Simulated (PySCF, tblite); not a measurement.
**C5H14GeN2: geometry, infrared bands and NMR shifts**

Wanted: the infrared bands and NMR shifts of C5H14GeN2 (`C[N]([GeH3])N1CCCC1`), by calculation.

Computed with tblite 0.8.0 and PySCF 2.14.0, with density-fitted response routines of our own, on a single molecule in the gas phase. Atoms are numbered from 0 throughout.

### Step 1. Starting geometry

22 atoms, charge 0, multiplicity 1; geometry from: force field or distance geometry start.

Bonds of the start (Å): C0–N1 1.42, N1–Ge2 1.83, N1–N3 1.35, N3–C4 1.44, C4–C5 1.53, C5–C6 1.52, C6–C7 1.53, C7–N3 1.41, C0–H8 1.11, C0–H9 1.11, C0–H10 1.12, Ge2–H11 1.55, Ge2–H12 1.52, Ge2–H13 1.57, C4–H14 1.09, C4–H15 1.12, C5–H16 1.12, C5–H17 1.10, C6–H18 1.10, C6–H19 1.10, C7–H20 1.12, C7–H21 1.09.

### Step 2. Relaxing the molecule with GFN2-xTB

The job: settings as JSON, then the geometry in Å.

```
{"job": {"kind": "relax", "xc": "GFN2-xTB", "basis": "xTB"}, "charge": 0, "multiplicity": 1}
C      1.462500    -1.601500     0.076800
N      1.198500    -0.223700     0.306500
Ge     2.640500     0.902000     0.343100
N     -0.018700     0.292000     0.053200
C     -1.011500     0.174800     1.094900
C     -2.244500     0.732000     0.376000
C     -2.108800     0.024500    -0.964500
C     -0.599600     0.068300    -1.207900
H      0.718000    -2.130700    -0.549000
H      2.435400    -1.788000    -0.413200
H      1.499800    -2.181200     1.032300
H      3.245400     0.905100     1.773100
H      3.679200     0.559600    -0.717600
H      2.080600     2.350800     0.140300
H     -1.210100    -0.865900     1.335200
H     -0.751100     0.795000     1.994500
H     -2.094400     1.840000     0.267900
H     -3.178700     0.490700     0.898900
H     -2.384800    -1.031200    -0.836700
H     -2.662300     0.541200    -1.761000
H     -0.454000     0.961700    -1.867700
H     -0.251600    -0.796200    -1.776600
```

The run is started by

```
$ OMP_NUM_THREADS=1 python probes_run.py task.json out
```

The driver reads the jobs from task.json and runs them one after another.

Standard output:

```text
step      E/eV     max force
  0    -696.02254    2.545
  1    -696.25921    0.817
  2    -696.33975    0.519
  3    -696.37950    0.415
  4    -696.40763    0.390
  5    -696.42536    0.269
  6    -696.43323    0.169
  7    -696.43890    0.167
  8    -696.44414    0.198
  9    -696.44846    0.189
 10    -696.45214    0.184
 11    -696.45583    0.163
 12    -696.46047    0.182
 13    -696.46657    0.245
 14    -696.47388    0.253
 15    -696.48190    0.238
 16    -696.49008    0.185
 17    -696.49761    0.176
 18    -696.50498    0.185
 19    -696.51271    0.191
 20    -696.51987    0.173
 21    -696.52705    0.185
 22    -696.53450    0.176
 23    -696.54035    0.154
 24    -696.54419    0.136
 25    -696.54706    0.112
 26    -696.54954    0.102
 27    -696.55158    0.095
 28    -696.55309    0.083
 29    -696.55431    0.080
 30    -696.55531    0.061
 31    -696.55592    0.046
 32    -696.55637    0.049
 33    -696.55682    0.054
 34    -696.55728    0.047
 35    -696.55775    0.059
 36    -696.55823    0.052
 37    -696.55877    0.059
 38    -696.55938    0.065
 39    -696.56011    0.081
 40    -696.56098    0.083
 41    -696.56198    0.070
 42    -696.56303    0.079
 43    -696.56406    0.074
 44    -696.56501    0.075
 45    -696.56594    0.073
 46    -696.56682    0.068
 47    -696.56753    0.054
 48    -696.56805    0.048
 49    -696.56851    0.053
 50    -696.56906    0.055
 51    -696.56970    0.056
 52    -696.57029    0.047
 53    -696.57078    0.048
 54    -696.57126    0.054
 55    -696.57185    0.059
 56    -696.57254    0.067
 57    -696.57324    0.054
 58    -696.57389    0.062
 59    -696.57461    0.061
 60    -696.57548    0.070
 61    -696.57642    0.064
 62    -696.57725    0.063
 63    -696.57797    0.054
 64    -696.57869    0.077
 65    -696.57949    0.092
 66    -696.58029    0.087
 67    -696.58114    0.075
 68    -696.58204    0.074
 69    -696.58293    0.070
 70    -696.58370    0.067
 71    -696.58457    0.055
 72    -696.58519    0.051
 73    -696.58560    0.049
 74    -696.58592    0.046
 75    -696.58626    0.048
 76    -696.58665    0.065
 77    -696.58708    0.062
 78    -696.58746    0.037
 79    -696.58766    0.040
 80    -696.58790    0.039
 81    -696.58815    0.046
 82    -696.58840    0.050
 83    -696.58860    0.033
 84    -696.58876    0.031
 85    -696.58893    0.030
 86    -696.58911    0.042
 87    -696.58926    0.031
 88    -696.58934    0.016
 89    -696.58940    0.017
 90    -696.58946    0.031
 91    -696.58953    0.030
 92    -696.58958    0.017
 93    -696.58961    0.010
 94    -696.58964    0.015
 95    -696.58966    0.019
 96    -696.58969    0.015
 97    -696.58971    0.009
```

It took 1.2 s on 1 thread of Arm Neoverse N1, shared host.

Relaxation path: (not every step is listed)

```
step  energy from step 0 (eV)  largest force (eV/Å)
   0                   0.0000                2.5448
   1                  -0.2367                0.8173
   2                  -0.3172                0.5191
   3                  -0.3570                0.4146
   4                  -0.3851                0.3905
   5                  -0.4028                0.2688
   6                  -0.4107                0.1686
   7                  -0.4164                0.1671
   8                  -0.4216                0.1981
  16                  -0.4675                0.1846
  24                  -0.5216                0.1356
  32                  -0.5338                0.0495
  40                  -0.5384                0.0826
  48                  -0.5455                0.0477
  56                  -0.5500                0.0667
  64                  -0.5562                0.0773
  72                  -0.5626                0.0513
  80                  -0.5654                0.0392
  88                  -0.5668                0.0162
  92                  -0.5670                0.0166
  93                  -0.5671                0.0103
  94                  -0.5671                0.0149
  95                  -0.5671                0.0190
  96                  -0.5671                0.0153
  97                  -0.5672                0.0086
```

Close pairs (by a distance rule), those that changed most:

```
   bond  before (Å)  after (Å)  change (Å)
Ge2–H13       1.566      1.486      -0.080
  N3–C7       1.406      1.468      +0.062
  N1–N3       1.346      1.403      +0.057
Ge2–H11       1.553      1.512      -0.040
 C5–H16       1.123      1.090      -0.034
 C4–H15       1.123      1.093      -0.030
  C0–N1       1.422      1.451      +0.030
 C7–H20       1.120      1.094      -0.026
```

The end geometry stands in the next job.

### Step 3. Harmonic vibrations with GFN2-xTB

The job: settings as JSON, then the geometry in Å.

```
{"job": {"kind": "ir", "xc": "GFN2-xTB", "basis": "xTB"}, "charge": 0, "multiplicity": 1}
C      1.410321    -1.631294     0.055271
N      1.328339    -0.199055    -0.163326
Ge     2.609512     0.949445     0.432499
N      0.058365     0.398018    -0.165462
C     -0.799685     0.158770     0.988508
C     -2.155669     0.638816     0.494952
C     -2.190755     0.069728    -0.924843
C     -0.729558     0.153587    -1.379728
H      0.748388    -2.163002    -0.631784
H      2.437338    -1.931874    -0.149765
H      1.162642    -1.933091     1.080168
H      2.712027     1.108514     1.932815
H      3.926145     0.418093    -0.046363
H      2.252285     2.256627    -0.178517
H     -0.856515    -0.904948     1.265984
H     -0.417140     0.724812     1.842229
H     -2.171350     1.727989     0.465786
H     -2.979152     0.286353     1.113449
H     -2.522270    -0.969556    -0.898412
H     -2.859065     0.624232    -1.580562
H     -0.565550     0.995253    -2.059637
H     -0.409063    -0.758031    -1.894895
```

Standard output:

```text
mode    cm-1     km/mol
  1      -8.5      0.08
  2      67.1      0.75
  3      98.7      0.37
  4     155.5      1.97
  5     161.5      1.44
  6     217.9      1.34
  7     226.4      1.13
  8     276.5      0.84
  9     336.8     11.05
 10     407.6     14.74
 11     474.3     10.66
 12     528.6    112.82
 13     575.5     84.10
 14     586.0      9.35
 15     666.7     20.75
 16     754.3    283.40
 17     808.7    207.41
 18     828.1     22.79
 19     850.6     14.98
 20     856.8    138.29
 21     899.7     12.92
 22     953.1      1.74
 23     986.2      1.32
 24    1012.3      5.97
 25    1019.7     11.58
 26    1080.9      1.77
 27    1098.9      0.64
 28    1102.4      2.34
 29    1133.9      5.12
 30    1142.6      5.94
 31    1164.6      6.99
 32    1176.3      1.31
 33    1189.3      1.25
 34    1209.0      1.12
 35    1226.1      2.18
 36    1290.2      0.62
 37    1311.5      0.29
 38    1316.8      1.46
 39    1322.0      0.82
 40    1402.7      0.94
 41    1473.9      0.76
 42    1476.6      3.03
 43    1486.8      1.92
 44    1490.3      1.95
 45    1503.7      2.81
 46    1509.0      0.11
 47    1886.7    327.88
 48    2002.4    396.01
 49    2111.9    384.92
 50    2848.8     60.42
 51    2887.2     77.28
 52    2908.9     35.45
 53    2946.3     33.04
 54    2949.8     66.47
 55    2966.9     58.73
 56    2980.1     28.38
 57    2998.0     33.85
 58    3005.2     68.47
 59    3011.7     41.58
 60    3017.7     55.62
```

It took 1.4 s on 1 thread of Arm Neoverse N1, shared host.

The strongest bands and the atoms that carry them (share of the mass-weighted mode):

```
cm⁻¹  km/mol                                  atoms
 529   112.8  H11 47 %, H13 16 %, N1 15 %, H12 11 %
 576    84.1           H13 32 %, H12 30 %, H11 11 %
 754   283.4           H13 45 %, H12 42 %, H11 10 %
 809   207.4           H13 45 %, H12 28 %, H11 24 %
 857   138.3           H11 48 %, H12 32 %, H13 14 %
1887   327.9                               H11 93 %
2002   396.0                               H12 86 %
2112   384.9                               H13 89 %
```

### Step 4. NMR shieldings: PBE0/pcSseg-1

Same as in step 3 but for these lines:

```diff
@@ -1,2 +1,2 @@
-{"job": {"kind": "ir", "xc": "GFN2-xTB", "basis": "xTB"}, "charge": 0, "multiplicity": 1}
+{"job": {"kind": "nmr", "xc": "PBE0", "basis": "pcSseg-1"}, "charge": 0, "multiplicity": 1}
 C      1.410321    -1.631294     0.055271
```

Method: GIAO PBE0/pcSseg-1 NMR shielding, non-relativistic, gas phase.

Standard output:

```text
coarse grid: 78168 points
cycle   1  E = -2384.4512863913  dE =  2.557e-01  |g| = 8.968e-01  |ddm| = 4.228e+00
cycle   2  E = -2384.4350668257  dE =  1.622e-02  |g| = 8.925e-01  |ddm| = 1.036e+00
cycle   3  E = -2384.5192537821  dE = -8.419e-02  |g| = 1.174e-01  |ddm| = 6.280e-01
cycle   4  E = -2384.5212709627  dE = -2.017e-03  |g| = 5.344e-02  |ddm| = 1.368e-01
cycle   5  E = -2384.5218381759  dE = -5.672e-04  |g| = 1.059e-02  |ddm| = 5.844e-02
cycle   6  E = -2384.5218619962  dE = -2.382e-05  |g| = 2.146e-03  |ddm| = 1.339e-02
cycle   7  E = -2384.5218629268  dE = -9.306e-07  |g| = 6.912e-04  |ddm| = 2.445e-03
final grid: 166272 points
cycle   8  E = -2384.5218214002  dE = -1.314e-07  |g| = 8.417e-04  |ddm| = 3.271e-03
cycle   9  E = -2384.5218212645  dE =  1.356e-07  |g| = 1.168e-03  |ddm| = 1.733e-03
cycle  10  E = -2384.5218215542  dE = -2.897e-07  |g| = 9.886e-05  |ddm| = 1.037e-03
cycle  11  E = -2384.5218215561  dE = -1.903e-09  |g| = 1.605e-05  |ddm| = 8.792e-05
cycle  12  E = -2384.5218215562  dE = -4.457e-11  |g| = 5.030e-06  |ddm| = 1.766e-05
converged SCF energy = -2384.5218215562

GIAO shielding tensors (ppm)
atom      isotropic    diamagn.    paramagn.     s11        s22        s33       span
  0 C      159.042     244.795     -85.753    144.461    147.206    185.460     40.999
  1 N      202.659     324.854    -122.195    136.494    182.336    289.145    152.651
  2 Ge    1456.953    2756.222   -1299.269   1317.800   1378.056   1675.002    357.202
  3 N      164.408     322.726    -158.318     82.205    155.757    255.261    173.056
  4 C      138.110     246.969    -108.858    110.782    141.095    162.454     51.673
  5 C      158.075     249.869     -91.794    135.739    166.591    171.896     36.157
  6 C      159.097     252.051     -92.954    137.283    168.240    171.768     34.485
  7 C      137.274     244.472    -107.198     98.581    139.867    173.374     74.793
  8 H       29.067      30.683      -1.616     23.920     27.764     35.517     11.596
  9 H       29.487      29.664      -0.177     24.098     28.049     36.314     12.216
 10 H       28.936      30.526      -1.590     24.319     26.888     35.599     11.280
 11 H       26.961      29.332      -2.371     20.012     22.881     37.988     17.975
 12 H       27.386      29.344      -1.958     20.303     22.806     39.051     18.748
 13 H       27.395      30.056      -2.661     20.329     23.915     37.943     17.615
 14 H       28.719      32.745      -4.025     23.604     29.119     33.434      9.830
 15 H       29.016      32.021      -3.004     23.992     28.395     34.662     10.670
 16 H       29.813      31.042      -1.229     25.562     27.288     36.589     11.027
 17 H       29.988      29.810       0.178     25.592     26.783     37.589     11.996
 18 H       30.114      31.173      -1.059     25.623     28.116     36.603     10.981
 19 H       29.977      29.512       0.465     25.504     26.819     37.608     12.105
 20 H       28.451      31.072      -2.621     22.905     27.486     34.962     12.057
 21 H       28.939      31.798      -2.859     24.514     29.193     33.111      8.597
```

Run time: 81 s. Hardware: 1 thread of Arm Neoverse N1, shared host; peak memory 1 GiB.

Shifts follow as δ = σ(reference) − σ, with reference shieldings (ppm) from runs at the same level and on the same kind of geometry: ¹H TMS 31.72, ¹³C TMS 186.9, ¹⁵N NH3 267.7, ⁷³Ge GeMe4 1331. The references are single molecules in the gas phase, so shifts against H2O, NH3, PH3, H3PO4 or CFCl3 are not on the usual liquid scales and can be off by tens of ppm. Atoms listed in one row are averaged.

```
             atoms                                      environment  σ (ppm)  δ (ppm)
            C4, C7                              sp3 CH2 bonded to N    137.7     49.2
            C5, C6                                sp3 CH2 in a ring    158.6     28.3
                C0                        methyl carbon bonded to N    159.0     27.9
     H11, H12, H13              hydrogen on a germanium bonded to N    27.25     4.47
H14, H15, H20, H21               hydrogen on an sp3 CH2 bonded to N    28.78     2.94
       H8, H9, H10          hydrogen on a methyl carbon bonded to N    29.16     2.55
H16, H17, H18, H19                 hydrogen on an sp3 CH2 in a ring    29.97     1.74
                N3  nitrogen bonded to 2 C, N, in a 5-membered ring    164.4    103.3
                N1                      nitrogen bonded to C, Ge, N    202.7     65.1
               Ge2                       germanium bonded to N, 3 H     1457     -126
```

Charges from the same density, by scheme (e):

```
 atoms  Mulliken    IAO  Hirshfeld  ESP fit
    C0     -0.06  -0.31      -0.08    -0.39
    N1     -0.69  -0.39      -0.14    -0.22
   Ge2      0.50   0.62       0.33     0.38
    N3     -0.49  -0.19      -0.06    -0.18
C4, C7      0.05  -0.16      -0.04    -0.01
C5, C6     -0.25  -0.26      -0.07    -0.07
```

Mayer bond orders: C0–N1 0.94, N1–Ge2 0.82, N1–N3 0.97, N3–C4 0.92, C4–C5 1.02, C5–C6 1.04, C6–C7 1.03, C7–N3 0.91.

Ring of atoms N3, C4, C5, C6, C7: NICS(0) -8.8, NICS(1) -4.0, NICS(1)zz -3.2 ppm (means of both faces).

### Step 5. Results

| quantity | value |
| --- | --- |
| strongest single infrared mode (GFN2-xTB) | 2002 cm⁻¹, 396 km/mol |
| zero-point energy (GFN2-xTB) | 113.5 kcal/mol |
| ¹³C shifts against TMS (PBE0/pcSseg-1, means over atoms taken as alike) | 49.2, 28.3, 27.9 ppm |
| ¹H shifts against TMS (PBE0/pcSseg-1, means over atoms taken as alike) | 4.47, 2.94, 2.55, 1.74 ppm |
| ¹⁵N shifts against NH3 (PBE0/pcSseg-1) | 103.3, 65.1 ppm |
| ⁷³Ge shifts against GeMe4 (PBE0/pcSseg-1) | -126 ppm |

What this shows: Relaxing lowered the energy by 0.567 eV in 97 steps; the close pair that moved most is Ge2–H13, from 1.566 to 1.486 Å. The lowest mode is slightly imaginary (8i cm⁻¹), a soft motion within the noise of the Hessian, so the minimum is not strictly shown. The strongest single mode, at 2002 cm⁻¹, moves mainly H12. GFN2-xTB is a fitted tight-binding method: band positions and strengths are rough. Its intensities can rank the bands wrongly. At PBE0/pcSseg-1: The widest tensor belongs to Ge2: span 357 ppm, with a paramagnetic part of -1299 ppm. Spin-orbit coupling is left out, which matters for shieldings and couplings at and beside the heavy atoms.
